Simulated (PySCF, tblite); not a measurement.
**C₈H₁₅P: infrared bands and NMR shifts**

Aim: predict the infrared bands and NMR shifts of C₈H₁₅P (`C=C[C@@H]1CCP(C)[C@@H]1C`).

Computed with tblite 0.8.0 and PySCF 2.14.0, with density-fitted response routines of our own, on a single molecule in the gas phase. Atoms are numbered from 0 throughout.

### Step 1. The starting structure

24 atoms, charge 0, multiplicity 1; geometry from: GFN2-xTB.

Bonds of the start (Å): C0–C1 1.32, C1–C2 1.50, C2–C3 1.53, C3–C4 1.53, C4–P5 1.87, P5–C6 1.86, P5–C7 1.89, C7–C8 1.52, C7–C2 1.54, C0–H9 1.08, C0–H10 1.08, C1–H11 1.08, C2–H12 1.10, C3–H13 1.09, C3–H14 1.09, C4–H15 1.09, C4–H16 1.09, C6–H17 1.09, C6–H18 1.09, C6–H19 1.09, C7–H20 1.10, C8–H21 1.09, C8–H22 1.09, C8–H23 1.09.

### Step 2. Infrared spectrum with GFN2-xTB

What the job is given:

```
{"job": {"kind": "ir", "xc": "GFN2-xTB", "basis": "xTB"}, "charge": 0, "multiplicity": 1}
C      2.981331    -0.300587    -1.043593
C      1.672131    -0.165573    -0.957916
C      0.860451    -0.524541     0.245909
C     -0.109999    -1.668086    -0.076007
C     -1.192872    -1.107345    -0.996748
P     -1.466985     0.686856    -0.536367
C     -2.849843     0.465517     0.680624
C     -0.029703     0.646391     0.685671
C      0.705743     1.977348     0.764716
H      3.528761    -0.035874    -1.932248
H      3.565663    -0.683958    -0.222425
H      1.104145     0.230331    -1.790968
H      1.532349    -0.816636     1.060035
H      0.410266    -2.506581    -0.542263
H     -0.556234    -2.022792     0.856082
H     -0.865939    -1.144392    -2.038192
H     -2.128570    -1.664758    -0.928186
H     -2.691978    -0.404083     1.317383
H     -3.783611     0.350534     0.132412
H     -2.921572     1.361354     1.295411
H     -0.442040     0.414758     1.675874
H      0.028079     2.763174     1.094601
H      1.532597     1.913659     1.471353
H      1.106096     2.255046    -0.207601
```

**Question.** This job is followed by: GIAO PBE0/pcSseg-1 NMR shielding, non-relativistic, gas phase. What will the session give for the following? strongest single infrared mode (GFN2-xTB); zero-point energy (GFN2-xTB); 13C shifts against TMS (PBE0/pcSseg-1); 1H shifts against TMS (PBE0/pcSseg-1, means over atoms taken as alike); 31P shifts against H3PO4 (PBE0/pcSseg-1).

**Answer**, as computed:

| quantity | value |
| --- | --- |
| strongest single infrared mode (GFN2-xTB) | 2966 cm⁻¹, 74 km/mol |
| zero-point energy (GFN2-xTB) | 130.4 kcal/mol |
| 13C shifts against TMS (PBE0/pcSseg-1) | 149.5, 121.2, 58.9, 49.9, 38.0, 29.4, 19.2, 17.5 ppm |
| 1H shifts against TMS (PBE0/pcSseg-1, means over atoms taken as alike) | 6.00, 5.39, 5.29, 2.63, 2.16, 2.08, 1.97, 1.65, 1.39, 1.21, 1.07 ppm |
| 31P shifts against H3PO4 (PBE0/pcSseg-1) | -41.7 ppm |

What this shows: No mode is imaginary among the 66: a minimum at this level. The strongest single mode, at 2966 cm⁻¹, is spread over several atoms, H14, H15, H16 among them. GFN2-xTB is a fitted tight-binding method: band positions and strengths are rough. Its intensities can rank the bands wrongly. The most deshielded carbon is C1 (alkene CH), at 149.5 ppm: an sp2 carbon of a C=C bond. H11 (hydrogen on an alkene CH) lies farthest downfield among hydrogen, at 6.00 ppm; attached to an sp2 carbon and in the plane of the double bond. At PBE0/pcSseg-1: The widest tensor belongs to C1: span 251 ppm, with a paramagnetic part of -222 ppm.
